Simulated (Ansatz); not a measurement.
**C₂H₇BF₃N: small, medium and large basis sets**

An exercise on one series of results from a longer session: the logs are not shown, and one member is left open.

Computed with Ansatz 0.2.0, Gaussian basis. Level: one geometry, several basis sets.

Levels to be run: PBE0-D4/def2-SVP; ωB97M-V/def2-SVP; PBE0-D4/def2-QZVPP; ωB97M-V/def2-QZVPP; the functionals' def2-TZVPP values are taken from earlier runs.

### The relaxed structure

An earlier PBE0-D4 in a triple-zeta def2 set relaxation fixed the geometry.

SMILES `C[NH+](C)[B-](F)(F)F`, 14 atoms, charge 0, spin multiplicity 1.

Atoms are counted from 1 here; the program's logs count them from 0.

Bond lengths: C1–N2 1.471 Å, C1–H8 1.088 Å, C1–H9 1.092 Å, C1–H10 1.089 Å, N2–C3 1.471 Å, N2–B4 1.659 Å, N2–H11 1.018 Å, C3–H12 1.092 Å, C3–H13 1.089 Å, C3–H14 1.088 Å, B4–F5 1.373 Å, B4–F6 1.373 Å, B4–F7 1.372 Å. Angles: N2–C1–H8 108.9°, N2–C1–H9 110.6°, N2–C1–H10 108.2°, H8–C1–H9 110.3°, H8–C1–H10 109.0°, H9–C1–H10 109.7°, C1–N2–C3 112.0°, C1–N2–B4 111.6°, C1–N2–H11 108.5°, C3–N2–B4 111.6°, C3–N2–H11 108.5°, B4–N2–H11 104.2°, N2–C3–H12 110.6°, N2–C3–H13 108.2°, N2–C3–H14 108.9°, H12–C3–H13 109.7°, H12–C3–H14 110.3°, H13–C3–H14 109.0° and more.

Set-up of the first run:

in.yaml reads:

```yaml
crystal:
  periodic: [false, false, false]
  atoms:
    - {symbol: C, position_ang: [-0.271440, 0.382675, 1.360977]}
    - {symbol: N, position_ang: [-0.271689, -0.278087, 0.046497]}
    - {symbol: C, position_ang: [0.951242, -1.065104, -0.175954]}
    - {symbol: B, position_ang: [-0.531690, 0.806550, -1.181695]}
    - {symbol: F, position_ang: [-0.580520, 0.040301, -2.320431]}
    - {symbol: F, position_ang: [-1.732723, 1.398718, -0.876462]}
    - {symbol: F, position_ang: [0.534661, 1.668904, -1.142126]}
    - {symbol: H, position_ang: [-1.209092, 0.919578, 1.486594]}
    - {symbol: H, position_ang: [-0.144859, -0.350922, 2.159282]}
    - {symbol: H, position_ang: [0.550995, 1.096037, 1.383427]}
    - {symbol: H, position_ang: [-1.072016, -0.904751, 0.000155]}
    - {symbol: H, position_ang: [1.082454, -1.802979, 0.617651]}
    - {symbol: H, position_ang: [1.798941, -0.381655, -0.186295]}
    - {symbol: H, position_ang: [0.882736, -1.558567, -1.142918]}
basis:
  gaussian: {orbitals: def2-SVP}
hamiltonian: {xc: pbe0, dispersion: d4}
output: {orbitals: {seedname: orbitals}}
```

The run is started by

```
> ansatz run in.yaml --threads 4 --pin off --events-out ev --progress --plain --max-ram 11315MiB
```

Steps of the session up to this table: PBE0-D4 in def2-SVP; ωB97M-V in def2-SVP; PBE0-D4 in def2-QZVPP; ωB97M-V in def2-QZVPP.

One table of the session follows, with a row left open; its other results are not shown here.

It belongs to the step «Density functionals: the series». 

```
functional       basis  HOMO (eV)  LUMO (eV)
   PBE0-D4    def2-SVP      -9.56       0.91
   PBE0-D4  def2-TZVPP          ?          ?
   PBE0-D4  def2-QZVPP      -9.71      -0.06
   ωB97M-V    def2-SVP     -11.94       2.55
   ωB97M-V  def2-TZVPP     -12.07       1.77
   ωB97M-V  def2-QZVPP     -12.09       1.05
```

**Question.** Estimate the row for PBE0-D4, def2-TZVPP.

The run gave: HOMO (eV): -9.69; LUMO (eV): 0.35. In the column «HOMO (eV)» it lies between PBE0-D4, def2-QZVPP (-9.71) and PBE0-D4, def2-SVP (-9.56).
